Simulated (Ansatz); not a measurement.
# WS2: the cost of one run

Computed with Ansatz 0.2.0 (DFT PBEsol, scalar-relativistic, plane waves, PAW, unless a step's input says otherwise).

### 1 Starting point

It takes space group P6_3/mmc (No. 194, hexagonal). Conventional cell: a = 3.184 Å, b = 3.184 Å, c = 12.978 Å, α = 90.00°, β = 90.00°, γ = 120.00°. Around W (site symmetry -6m2) lie 6 S at 2.41 Å. S (site symmetry 3m) is surrounded by 3 W at 2.41 Å.

Structure file:

```cif
data_structure
_symmetry_space_group_name_H-M 'P 1'
_symmetry_Int_Tables_number 1
_cell_length_a 3.1842
_cell_length_b 3.1842
_cell_length_c 12.9783
_cell_angle_alpha 90.000
_cell_angle_beta 90.000
_cell_angle_gamma 120.000
_cell_volume 113.96
loop_
_atom_site_label
_atom_site_type_symbol
_atom_site_fract_x
_atom_site_fract_y
_atom_site_fract_z
_atom_site_occupancy
W1 W 0.33333 0.66667 0.25000 1
W2 W 0.66667 0.33333 0.75000 1
S1 S 0.33333 0.66667 0.62980 1
S2 S 0.66667 0.33333 0.12980 1
S3 S 0.33333 0.66667 0.87020 1
S4 S 0.66667 0.33333 0.37020 1
```

Source of the structure: the Materials Project (structure only).

(A quick probe on a coarse mesh, which set the mesh and smearing, is not shown.)

### 3 Relaxing cell and atoms

Input file input.yaml:

```yaml
crystal:
  lattice:
    - [3.18422289, 0.0, 0.0]
    - [-1.59211145, 2.75761792, 0.0]
    - [0.0, 0.0, 12.97828236]
  atoms:
    - { symbol: W, position: [0.33333333, 0.66666667, 0.25] }
    - { symbol: W, position: [0.66666667, 0.33333333, 0.75] }
    - { symbol: S, position: [0.33333333, 0.66666667, 0.62980494] }
    - { symbol: S, position: [0.66666667, 0.33333333, 0.12980494] }
    - { symbol: S, position: [0.33333333, 0.66666667, 0.87019506] }
    - { symbol: S, position: [0.66666667, 0.33333333, 0.37019506] }
basis:
  ecutwfc: 420
kpoints:
  mp_grid: { grid: [12, 12, 2] }
hamiltonian:
  xc: pbesol
scf:
  occupations: { method: gaussian, width: 0.02 }
output:
  forces: true
  stress: true
  eigenvalues: true
  write_density: true
  write_potential: true
  elf: true
  volumetric_format: npy
relax:
  adjacent_minimum: "off"
  f_tol: 0.005
  max_steps: 80
  cell: { stress_tol: 0.05 }
```

Launch:

```sh
ansatz run input.yaml --threads 4 --pin off --max-ram 8192MiB --backend cpu --events-out ev --progress --plain --runs-dir out
```

**Question.** How long does this run take on 4 threads of Arm Neoverse V1, shared host, and how much memory does it need?

About 16 s, with a peak of 0.5 GiB.
